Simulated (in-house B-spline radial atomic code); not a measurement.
**Ca⁸⁺: ionisation energy by several methods**

An exercise on one series of results from a longer session: the logs are not shown, and one member is left open.

The numbers are computed with in-house B-spline radial atomic code version 1 (Dirac-Coulomb, several functionals, exact exchange averaged over the configuration; spherical all-electron atom at the radial basis limit), except any that are marked as measured or tabulated.

## The atom as given

- element: calcium (Z = 20)
- charge: +8
- electrons: 12
- configuration: [Ne] 3s2
- nucleus: Fermi, rms radius 3.478 fm

Outer shells as boxes (Hund's rule):

[Ne] 3s2
```
[Ne] core
3s [↑↓]
```

The first run:

Settings of the run:

```ini
Z = 20
electrons = 12.0
configuration = [Ne] 3s2
hamiltonian = dirac
method = b97_1
spin_polarised = False
nucleus = fermi
rms_radius = 3.4776
mass_number = 40
atomic_mass = 39.96259085
speed_of_light = 137.035999084
exact_exchange = averaged over the configuration
```

Command:

```
> python run_scf.py task.json out
```

task.json lists these runs, among others, and the program works through them in turn.

Steps of the session up to this table: B97-1, a global hybrid; LC-ωPBE, a range-separated hybrid; HSE06, a range-separated hybrid; BHandHLYP, a global hybrid.

One table of the session follows, with a row left open; its other results are not shown here.

| method | ΔSCF (eV) | with Breit, QED, recoil (eV) |
| --- | --- | --- |
| B97-1 | 189.00 | 188.94 |
| BHandHLYP | 188.54 | 188.48 |
| LC-ωPBE | 189.61 | 189.55 |
| HSE06 | ? | ? |

**Question.** Estimate the row for HSE06.

**Answer.** ΔSCF (eV): 189.10; with Breit, QED, recoil (eV): 189.04. In the column «ΔSCF (eV)» it lies between B97-1 (189.00) and LC-ωPBE (189.61).
